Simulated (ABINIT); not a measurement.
# TaF3 (Pm-3m) in ABINIT: settings compared

Aim: see how the results for TaF3 move with the level of theory and the settings. Levels: PBE, LDA, PBEsol, RPBE. Tasks: band structure.

Everything below comes from runs of ABINIT 10.8.3 (patched build). Logs are shortened: lines on timing, memory, paths and dates and some standing lists are left out, and cuts for length are marked. The log counts tension as positive stress, the text compression.

## Step 1: Starting point

It takes space group Pm-3m (No. 221, cubic). Conventional cell: a = 3.901 Å, b = 3.901 Å, c = 3.901 Å, α = 90.00°, β = 90.00°, γ = 90.00°. Ta (site symmetry m-3m) is surrounded by 6 F at 1.95 Å. F (site symmetry 4/mmm) is surrounded by 2 Ta at 1.95 Å.

## Step 2: Band structure, PBE

run.abi reads:

```
ndtset 2

pp_dirpath "./"
pseudos "Ta.GGA_PBE-JTH.xml, F.GGA_PBE-JTH.xml"

acell 3*1.0 Angstrom
rprim
     3.9012000000     0.0000000000     0.0000000000
     0.0000000000     3.9012000000     0.0000000000
     0.0000000000     0.0000000000     3.9012000000
ntypat 2
znucl 73 9
natom 4
typat 1 2 2 2
xred
     0.0000000000     0.0000000000     0.0000000000
     0.0000000000     0.0000000000     0.5000000000
     0.0000000000     0.5000000000     0.0000000000
     0.5000000000     0.0000000000     0.0000000000

ecut 28.0
pawecutdg 50.0
pawxcdev 0

ixc 11

occopt 3
tsmear 0.05 eV

nstep 100

iomode 3
prtwf 0
prteig 0
prtebands 0
enunit 1
prtden1 1

kptopt1 1
ngkpt1 7 7 7
nshiftk1 1
shiftk1 0.0 0.0 0.0
nband1 21
tolvrs1 1.0e-9

iscf2 -2
getden2 1
nband2 27
nbdbuf2 4
tolwfr2 1.0e-11
kptopt2 -5
ndivsm2 8
prteig2 1
kptbounds2
     0.0000000000     0.0000000000     0.0000000000
     0.0000000000     0.5000000000     0.0000000000
     0.5000000000     0.5000000000     0.0000000000
     0.0000000000     0.0000000000     0.0000000000
     0.5000000000     0.5000000000     0.5000000000
     0.0000000000     0.5000000000     0.0000000000
```

Potentials or basis: JTH PAW PBE v2.0.

Run with:

```console
> abinit run.abi > log 2>&1
```

run.abo:

```text
.Version 10.8.3 of ABINIT
 DATASET    1 : space group Pm -3 m (#221); Bravais cP (primitive cubic)
================================================================================
 Values of the parameters that define the memory need for DATASET  1.
     intxc =       0    ionmov =       0      iscf =      17    lmnmax =      18
     lnmax =       6     mgfft =      36  mpssoang =       3    mqgrid =    3001
     natom =       4  nloc_mem =       2    nspden =       1   nspinor =       1
    nsppol =       1      nsym =      48    n1xccc =       1    ntypat =       2
    occopt =       3   xclevel =       2
       mpw =        2857          nfft =       46656          nkpt =          20
 PAW method is used; the additional fine FFT grid is defined by:
   mgfftf=        48    nfftf =    110592
================================================================================
================================================================================

 DATASET    2 : space group Pm -3 m (#221); Bravais cP (primitive cubic)
================================================================================
 Values of the parameters that define the memory need for DATASET  2.
     intxc =       0    ionmov =       0      iscf =      -2    lmnmax =      18
     lnmax =       6     mgfft =      36  mpssoang =       3    mqgrid =    3001
     natom =       4  nloc_mem =       2    nspden =       1   nspinor =       1
    nsppol =       1      nsym =      48    n1xccc =       1    ntypat =       2
    occopt =       3   xclevel =       2
       mpw =        2857          nfft =       46656          nkpt =          53
 PAW method is used; the additional fine FFT grid is defined by:
   mgfftf=        48    nfftf =    110592
================================================================================
================================================================================

--------------------------------------------------------------------------------
------------- Echo of variables that govern the present computation ------------
--------------------------------------------------------------------------------
 -outvars: echo values of preprocessed input variables --------
            acell      1.8897261259E+00  1.8897261259E+00  1.8897261259E+00 Bohr
              amu      1.80947900E+02  1.89984032E+01
             ecut      2.80000000E+01 Hartree
           enunit           1
           getden1          0
           getden2          1
             iscf1         17
             iscf2         -2
                       outvar_i_n : Printing only first  50 k-points.
              ixc          11
           jdtset        1    2
                       outvar_i_n : Printing only first  50 k-points.
           kptopt1          1
           kptopt2         -5
         kptrlatt        7    0    0      0    7    0      0    0    7
          kptrlen1     5.16053969E+01
          kptrlen2     3.00000000E+01
            natom           4
            nband1         21
            nband2         27
           nbdbuf1          0
           nbdbuf2          4
           ndtset           2
           ndivsm1          0
           ndivsm2          8
            ngfft          36      36      36
          ngfftdg          48      48      48
             nkpt1         20
             nkpt2         53
            nstep         100
             nsym          48
           ntypat           2
           occopt           3
        pawecutdg      5.00000000E+01 Hartree
         pawxcdev           0
        prtebands           0
           prteig1          0
           prteig2          1
            prtwf           0
            rprim      3.9012000000E+00  0.0000000000E+00  0.0000000000E+00
                       0.0000000000E+00  3.9012000000E+00  0.0000000000E+00
                       0.0000000000E+00  0.0000000000E+00  3.9012000000E+00
           shiftk1     0.00000000E+00  0.00000000E+00  0.00000000E+00
           shiftk2     5.00000000E-01  5.00000000E-01  5.00000000E-01
          spgroup         221
           tolvrs1     1.00000000E-09
           tolvrs2     0.00000000E+00
           tolwfr1     0.00000000E+00
           tolwfr2     1.00000000E-11
           tsmear      1.83746611E-03 Hartree
            typat      1  2  2  2
           useylm           1
                       outvars : Printing only first  50 k-points.
           xangst      0.0000000000E+00  0.0000000000E+00  0.0000000000E+00
                       0.0000000000E+00  0.0000000000E+00  1.9506000000E+00
                       0.0000000000E+00  1.9506000000E+00  0.0000000000E+00
                       1.9506000000E+00  0.0000000000E+00  0.0000000000E+00
            xcart      0.0000000000E+00  0.0000000000E+00  0.0000000000E+00
                       0.0000000000E+00  0.0000000000E+00  3.6860997812E+00
[... 263 lines left out ...]
         ecut(hartree)=     28.000   => boxcut(ratio)=   2.05004

 Fine grid specifications (used for densities):

 getcut: wavevector=  0.0000  0.0000  0.0000  ngfft=  48  48  48
         ecut(hartree)=     50.000   => boxcut(ratio)=   2.04547
--------------------------------------------------------------------------------

================================================================================
 Non-SCF case, kpt    1 (  0.00000  0.00000  0.00000), residuals and eigenvalues=
  7.27E-12  5.44E-12  8.69E-12  3.46E-12  8.10E-12  3.51E-12  3.68E-12  7.58E-12
  6.83E-12  3.82E-12  3.09E-12  1.77E-12  4.32E-12  6.68E-12  5.14E-12  4.71E-12
  1.68E-12  4.72E-12  6.03E-12  6.98E-12  3.24E-12  2.68E-12  1.81E-13  6.83E-07
  2.49E-05  5.99E-12  4.51E-12
 -2.4433E+00 -1.2241E+00 -1.2241E+00 -1.2241E+00 -9.3094E-01 -9.1969E-01
 -9.1969E-01 -2.3564E-01 -2.3564E-01 -2.3564E-01 -2.0225E-01 -2.0225E-01
 -2.0225E-01 -2.0070E-01 -2.0070E-01 -2.0070E-01  9.2522E-02  9.2522E-02
  9.2522E-02  1.1967E-01  2.3448E-01  2.3448E-01  4.5494E-01  4.5494E-01
  4.6729E-01  4.8410E-01  4.8410E-01
 Non-SCF case, kpt    2 (  0.00000  0.06250  0.00000), residuals and eigenvalues=
[... 505 lines left out ...]
 -8.7860E-01 -3.2672E-01 -2.3722E-01 -2.3354E-01 -2.2952E-01 -2.2906E-01
 -2.2112E-01 -2.0539E-01 -2.0325E-01 -2.0144E-01  9.8096E-02  1.5252E-01
  1.5270E-01  2.2353E-01  2.2683E-01  2.4259E-01  3.6889E-01  4.8997E-01
  5.1455E-01  5.3887E-01  5.4238E-01
 Non-SCF case, kpt   53 (  0.00000  0.50000  0.00000), residuals and eigenvalues=
  8.77E-12  7.03E-12  4.48E-12  6.89E-12  4.60E-12  7.83E-12  4.96E-12  9.84E-12
  8.27E-12  6.37E-12  5.38E-12  3.40E-12  5.31E-12  8.95E-12  4.24E-12  5.44E-12
  2.40E-12  8.74E-12  2.37E-12  2.24E-12  1.36E-12  4.34E-12  7.57E-12  1.92E-07
  4.50E-05  1.67E-05  2.35E-04
 -2.4432E+00 -1.2381E+00 -1.2239E+00 -1.2239E+00 -9.2688E-01 -9.1944E-01
 -8.7861E-01 -3.2674E-01 -2.3128E-01 -2.3128E-01 -2.2760E-01 -2.2760E-01
 -2.2711E-01 -2.0725E-01 -2.0087E-01 -2.0087E-01  9.5733E-02  1.5168E-01
  1.5168E-01  2.2061E-01  2.2549E-01  2.3902E-01  3.6809E-01  4.9388E-01
  5.2327E-01  5.4578E-01  5.4732E-01

--- !ResultsGS
iteration_state: {dtset: 2, }
comment   : Summary of ground state results
lattice_vectors:
- [  7.3721996,   0.0000000,   0.0000000, ]
- [  0.0000000,   7.3721996,   0.0000000, ]
- [  0.0000000,   0.0000000,   7.3721996, ]
lattice_lengths: [   7.37220,    7.37220,    7.37220, ]
lattice_angles: [ 90.000,  90.000,  90.000, ] # degrees, (23, 13, 12)
lattice_volume:   4.0067408E+02
convergence: {deltae:  0.000E+00, res2:  0.000E+00, residm:  9.996E-12, diffor:  0.000E+00, }
etotal    :  -1.32219156E+02
entropy   :   0.00000000E+00
fermie    :   1.37988963E-01
cartesian_stress_tensor: null
pressure_GPa: null
xred      :
- [  0.0000E+00,   0.0000E+00,   0.0000E+00, Ta]
- [  0.0000E+00,   0.0000E+00,   5.0000E-01,  F]
- [  0.0000E+00,   5.0000E-01,   0.0000E+00,  F]
- [  5.0000E-01,   0.0000E+00,   0.0000E+00,  F]
cartesian_forces: null
force_length_stats: {min: null, max: null, mean: null, }
...

 Integrated electronic density in atomic spheres:
 ------------------------------------------------
 Atom  Sphere_radius  Integrated_density
    1        2.41973         11.04085329
    2        1.40289          5.72950061
    3        1.40289          5.72950061
    4        1.40289          5.72950061

================================================================================

 ----iterations are completed or convergence reached----

 Mean square residual over all n,k,spin=   50.382E-13; max=  99.964E-13
 reduced coordinates (array xred) for    4 atoms
       0.000000000000      0.000000000000      0.000000000000
       0.000000000000      0.000000000000      0.500000000000
       0.000000000000      0.500000000000      0.000000000000
       0.500000000000      0.000000000000      0.000000000000

 cartesian coordinates (angstrom) at end:
    1      0.00000000000000     0.00000000000000     0.00000000000000
    2      0.00000000000000     0.00000000000000     1.95060000000000
    3      0.00000000000000     1.95060000000000     0.00000000000000
    4      1.95060000000000     0.00000000000000     0.00000000000000
 length scales=  1.889726125908  1.889726125908  1.889726125908 bohr
              =  1.000000000000  1.000000000000  1.000000000000 angstroms
 Eigenvalues (   eV  ) for nkpt=  53  k points:
 kpt#   1, nband= 27, wtk=  1.00000, kpt=  0.0000  0.0000  0.0000 (reduced coord)
 -66.48439  -33.31063  -33.31063  -33.31063  -25.33230  -25.02593  -25.02593   -6.41210
  -6.41210   -6.41210   -5.50343   -5.50343   -5.50343   -5.46127   -5.46127   -5.46127
   2.51765    2.51765    2.51765    3.25631    6.38049    6.38049   12.37960   12.37965
  12.71563   13.17294   13.17294
 kpt#   2, nband= 27, wtk=  1.00000, kpt=  0.0000  0.0625  0.0000 (reduced coord)
 -66.48432  -33.32629  -33.31040  -33.31040  -25.31629  -25.02566  -24.99698   -6.47602
  -6.41034   -6.41034   -5.53816   -5.52303   -5.52303   -5.50823   -5.46743   -5.46743
   2.52094    2.57839    2.57839    3.31842    6.38554    6.49610   11.89136   12.41397
  12.62832   13.19139   13.19140
 kpt#   3, nband= 27, wtk=  1.00000, kpt=  0.0000  0.1250  0.0000 (reduced coord)
 -66.48412  -33.37028  -33.30976  -33.30976  -25.28388  -25.02496  -24.90088   -6.69322
  -6.40594   -6.40594   -5.71036   -5.59302   -5.59302   -5.52361   -5.47147   -5.47147
   2.53026    2.75111    2.75111    3.49550    6.39970    6.80518   11.13963   12.51388
  12.72056   13.24867   13.24867
 kpt#   4, nband= 27, wtk=  1.00000, kpt=  0.0000  0.1875  0.0000 (reduced coord)
 -66.48382  -33.43449  -33.30880  -33.30880  -25.25753  -25.02390  -24.73319   -7.08419
[... 234 lines left out ...]
 -66.48224  -33.68800  -33.33698  -33.33642  -25.12075  -24.93311  -23.90707   -8.88887
  -6.65489   -6.49886   -6.39754   -6.36851   -5.81294   -5.71208   -5.50079   -5.47529
   2.85408    4.21729    4.23600    6.28095    6.31289    6.88147   10.10252   13.09994
  13.66134   13.76329   14.50350
 kpt#  52, nband= 27, wtk=  1.00000, kpt=  0.0455  0.5000  0.0455 (reduced coord)
 -66.48246  -33.68879  -33.31300  -33.31284  -25.19605  -24.99737  -23.90783   -8.89061
  -6.45505   -6.35486   -6.24546   -6.23295   -6.01700   -5.58901   -5.53069   -5.48136
   2.66934    4.15019    4.15508    6.08257    6.17228    6.60124   10.03795   13.33287
  14.00174   14.66351   14.75904
 kpt#  53, nband= 27, wtk=  1.00000, kpt=  0.0000  0.5000  0.0000 (reduced coord)
 -66.48253  -33.68907  -33.30471  -33.30471  -25.22179  -25.01933  -23.90808   -8.89113
  -6.29346   -6.29346   -6.19323   -6.19323   -6.17997   -5.63968   -5.46605   -5.46605
   2.60501    4.12750    4.12750    6.00307    6.13580    6.50411   10.01613   13.43928
  14.23903   14.85146   14.89341

== END DATASET(S) ==============================================================
================================================================================

 -outvars: echo values of variables after computation  --------
            acell      1.8897261259E+00  1.8897261259E+00  1.8897261259E+00 Bohr
           etotal1    -1.3221915559E+02
            fcart1    -0.0000000000E+00 -0.0000000000E+00 -0.0000000000E+00
                      -0.0000000000E+00 -0.0000000000E+00 -0.0000000000E+00
                      -0.0000000000E+00 -0.0000000000E+00 -0.0000000000E+00
                      -0.0000000000E+00 -0.0000000000E+00 -0.0000000000E+00
            rprim      3.9012000000E+00  0.0000000000E+00  0.0000000000E+00
                       0.0000000000E+00  3.9012000000E+00  0.0000000000E+00
                       0.0000000000E+00  0.0000000000E+00  3.9012000000E+00
           strten1    -8.3834300599E-04 -8.3834300599E-04 -8.3834300599E-04
                       0.0000000000E+00  0.0000000000E+00  0.0000000000E+00
           xangst      0.0000000000E+00  0.0000000000E+00  0.0000000000E+00
                       0.0000000000E+00  0.0000000000E+00  1.9506000000E+00
                       0.0000000000E+00  1.9506000000E+00  0.0000000000E+00
                       1.9506000000E+00  0.0000000000E+00  0.0000000000E+00
             xred      0.0000000000E+00  0.0000000000E+00  0.0000000000E+00
                       0.0000000000E+00  0.0000000000E+00  5.0000000000E-01
                       0.0000000000E+00  5.0000000000E-01  0.0000000000E+00
                       5.0000000000E-01  0.0000000000E+00  0.0000000000E+00
 Calculation completed.
```

Wall time 2.3 min (1 thread of Arm Neoverse V1, shared host); peak memory 0.17 GiB.

Results:

| Quantity | Value |
| --- | --- |
| Free energy | -3597.8665 eV |
| Pressure | 24.7 GPa |
| Band gap on the k mesh | none (metal or under the smearing width) |

Levels at the corners of the path, in eV from the Fermi level:
```tsv
point	band 14	band 15	band 16	band 17	band 18	band 19	band 20	band 21
Γ	-9.22	-9.22	-9.22	-1.24	-1.24	-1.24	-0.50	2.63
X	-9.39	-9.22	-9.22	-1.15	0.37	0.37	2.25	2.38
M	-9.64	-9.64	-8.59	0.48	0.48	1.50	3.32	4.87
Γ	-9.22	-9.22	-9.22	-1.24	-1.24	-1.24	-0.50	2.63
R	-8.59	-8.59	-8.59	1.78	1.78	1.78	3.66	7.50
X	-9.39	-9.22	-9.22	-1.15	0.37	0.37	2.25	2.38
```

Caveat: spin-orbit coupling is left out, which moves the levels of the heavy elements; the atomic spheres overlap.

## Step 3: Band structure, LDA

Changes to run.abi since step 2:

```diff
@@ -22,5 +22,4 @@
 pawecutdg 50.0
-pawxcdev 0
 
-ixc 11
+ixc 7
```

Potentials or basis: JTH PAW PBE v2.0.

Run with:

```console
> abinit run.abi > log 2>&1
```

Wall time 2.1 min (1 thread of Arm Neoverse V1, shared host); peak memory 0.15 GiB.

Results (log left out):

```yaml
Free_energy: -3603.2105 eV
Pressure: 14.8 GPa
Band_gap_on_the_k_mesh: none (metal or under the smearing width)
```

Levels at the corners of the path, in eV from the Fermi level:
```csv
point,band 14,band 15,band 16,band 17,band 18,band 19,band 20,band 21
Γ,-9.07,-9.07,-9.07,-1.26,-1.26,-1.26,-0.62,2.59
X,-9.24,-9.07,-9.07,-1.17,0.39,0.39,2.17,2.21
M,-9.49,-9.49,-8.42,0.50,0.50,1.51,3.29,4.68
Γ,-9.07,-9.07,-9.07,-1.26,-1.26,-1.26,-0.62,2.59
R,-8.41,-8.41,-8.41,1.82,1.82,1.82,3.45,7.48
X,-9.24,-9.07,-9.07,-1.17,0.39,0.39,2.17,2.21
```

Caveat: the PAW data sets were made with another functional, which shifts forces and pressure a little; spin-orbit coupling is left out, which moves the levels of the heavy elements; the atomic spheres overlap.

## Step 4: Band structure, PBEsol

Changes to run.abi since step 3:

```diff
@@ -22,4 +22,5 @@
 pawecutdg 50.0
+pawxcdev 0
 
-ixc 7
+ixc -116133
```

Run with:

```console
> abinit run.abi > log 2>&1
```

It took 2.6 min on 1 thread of Arm Neoverse V1, shared host; peak memory 0.17 GiB.

Results (log left out):

| Item | Value |
| --- | --- |
| Free energy | -3593.5239 eV |
| Pressure | 19.9 GPa |
| Band gap on the k mesh | none (metal or under the smearing width) |

Levels at the corners of the path, in eV from the Fermi level:
| point | band 14 | band 15 | band 16 | band 17 | band 18 | band 19 | band 20 | band 21 |
| --- | --- | --- | --- | --- | --- | --- | --- | --- |
| Γ | -9.14 | -9.14 | -9.14 | -1.26 | -1.26 | -1.26 | -0.46 | 2.61 |
| X | -9.32 | -9.15 | -9.15 | -1.17 | 0.38 | 0.38 | 2.24 | 2.45 |
| M | -9.57 | -9.57 | -8.51 | 0.49 | 0.49 | 1.53 | 3.29 | 4.97 |
| Γ | -9.14 | -9.14 | -9.14 | -1.26 | -1.26 | -1.26 | -0.46 | 2.61 |
| R | -8.51 | -8.51 | -8.51 | 1.81 | 1.81 | 1.81 | 3.74 | 7.52 |
| X | -9.32 | -9.15 | -9.15 | -1.17 | 0.38 | 0.38 | 2.24 | 2.45 |

Caveat: the PAW data sets were made with another functional, which shifts forces and pressure a little; spin-orbit coupling is left out, which moves the levels of the heavy elements; the atomic spheres overlap.

## Step 5: Band structure, RPBE

Changes to run.abi since step 4:

```diff
@@ -24,3 +24,3 @@
 
-ixc -116133
+ixc 15
```

Run with:

```console
> abinit run.abi > log 2>&1
```

It took 2.5 min on 1 thread of Arm Neoverse V1, shared host; peak memory 0.17 GiB.

The run converged. Its results:

* Free energy: -3594.1263 eV
* Pressure: 28.3 GPa
* Band gap on the k mesh: none (metal or under the smearing width)

Levels at the corners of the path, in eV from the Fermi level:
| point | band 14 | band 15 | band 16 | band 17 | band 18 | band 19 | band 20 | band 21 |
| --- | --- | --- | --- | --- | --- | --- | --- | --- |
| Γ | -9.27 | -9.27 | -9.27 | -1.23 | -1.23 | -1.23 | -0.35 | 2.63 |
| X | -9.45 | -9.27 | -9.27 | -1.15 | 0.37 | 0.37 | 2.36 | 2.53 |
| M | -9.68 | -9.68 | -8.66 | 0.47 | 0.47 | 1.50 | 3.33 | 4.97 |
| Γ | -9.27 | -9.27 | -9.27 | -1.23 | -1.23 | -1.23 | -0.35 | 2.63 |
| R | -8.65 | -8.65 | -8.65 | 1.77 | 1.77 | 1.77 | 3.79 | 7.51 |
| X | -9.45 | -9.27 | -9.27 | -1.15 | 0.37 | 0.37 | 2.36 | 2.53 |

Caveat: a pressure of tens of GPa on the cell as given is suspect, and the run, the potentials or the cell itself is likely at fault; the PAW data sets were made with another functional, which shifts forces and pressure a little; spin-orbit coupling is left out, which moves the levels of the heavy elements; the atomic spheres overlap.

## Step 6: Overview

```csv
level,gap on the mesh (eV),pressure (GPa)
PBE,none,24.7
LDA,none,14.8
PBEsol,none,19.9
RPBE,none,28.3
```

Alike in all rows: task band structure; potentials or basis JTH PAW PBE v2.0; no spin polarisation; cell as given; k mesh 7 × 7 × 7; cutoff (eV) 762; smearing fermi-dirac 0.05 eV.

Every run on the cell as given and a fine mesh finds a metal. The pressure there spans 14.8 GPa (LDA) to 28.3 GPa (RPBE); a positive pressure means that this level wants a larger cell, a negative one a smaller.

Caveats: spin-orbit coupling is left out, which moves the levels of the heavy elements; the atomic spheres overlap; the PAW data sets were made with another functional, which shifts forces and pressure a little (some runs); a pressure of tens of GPa on the cell as given is suspect, and the run, the potentials or the cell itself is likely at fault (some runs).

Total energies depend on the potentials used, so only differences within one code and one set of settings carry meaning.
